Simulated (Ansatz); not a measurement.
**AlBH₄OSiTe: small, medium and large basis sets**

One table from this session's results is given with a row withheld; the runs are named, their logs left out.

Method: one geometry, several basis sets; program: Ansatz 0.2.0, Gaussian basis.

The runs, in order: PBE0-D4/def2-SVP; ωB97M-V/def2-SVP; PBE0-D4/def2-QZVPP; ωB97M-V/def2-QZVPP; the functionals' def2-TZVPP values are taken from earlier runs.

## The geometry

An earlier PBE0-D4 in a triple-zeta def2 set relaxation fixed the geometry. Te takes the def2 core potential; no spin-orbit term is included.

SMILES `O[B]1[SiH2][Al]1[TeH]`, 9 atoms, charge 0, spin multiplicity 1.

Atoms are counted from 1 here; the program's logs count them from 0.

Bond lengths: O1–B2 1.345 Å, O1–H6 0.960 Å, B2–Si3 1.950 Å, B2–Al4 2.101 Å, Si3–Al4 2.371 Å, Si3–H7 1.568 Å, Si3–H8 1.499 Å, Al4–Te5 2.550 Å, Te5–H9 1.659 Å. Angles: B2–O1–H6 114.4°, O1–B2–Si3 138.0°, O1–B2–Al4 145.6°, Si3–B2–Al4 71.5°, B2–Si3–Al4 57.2°, B2–Si3–H7 90.8°, B2–Si3–H8 143.8°, Al4–Si3–H7 53.1°, Al4–Si3–H8 154.4°, H7–Si3–H8 104.2°, B2–Al4–Si3 51.3°, B2–Al4–Te5 165.1°, Si3–Al4–Te5 141.1°, Al4–Te5–H9 88.5°.

The first run:

in.yaml reads:

```yaml
crystal:
  periodic: [false, false, false]
  atoms:
    - {symbol: O, position_ang: [2.366978, 0.719984, -0.693410]}
    - {symbol: B, position_ang: [1.237796, 0.090134, -0.322245]}
    - {symbol: Si, position_ang: [0.420735, -1.667386, -0.540778]}
    - {symbol: Al, position_ang: [-0.833574, 0.277280, -0.024118]}
    - {symbol: Te, position_ang: [-3.157478, 0.996092, 0.739930]}
    - {symbol: H, position_ang: [2.331609, 1.676069, -0.615411]}
    - {symbol: H, position_ang: [-0.474271, -1.432404, 0.724541]}
    - {symbol: H, position_ang: [0.697134, -3.140631, -0.528075]}
    - {symbol: H, position_ang: [-2.500528, 2.434563, 1.242465]}
basis:
  gaussian: {orbitals: def2-SVP}
hamiltonian: {xc: pbe0, dispersion: d4}
output: {orbitals: {seedname: orbitals}}
```

Steps of the session up to this table: PBE0-D4 in def2-SVP; ωB97M-V in def2-SVP; PBE0-D4 in def2-QZVPP; ωB97M-V in def2-QZVPP.

One table of the session follows, with a row left open; its other results are not shown here.

It belongs to the step «Density functionals: the series». 

```
functional       basis  HOMO (eV)  LUMO (eV)
   PBE0-D4    def2-SVP      -6.21      -1.24
   PBE0-D4  def2-TZVPP      -6.24      -1.32
   PBE0-D4  def2-QZVPP          ?          ?
   ωB97M-V    def2-SVP      -8.01       0.44
   ωB97M-V  def2-TZVPP      -8.07       0.30
   ωB97M-V  def2-QZVPP      -8.08       0.08
```

**Question.** Estimate the row for PBE0-D4, def2-QZVPP.

**Answer.** HOMO (eV): -6.25; LUMO (eV): -1.37. In the column «HOMO (eV)» it lies between ωB97M-V, def2-SVP (-8.01) and PBE0-D4, def2-TZVPP (-6.24).
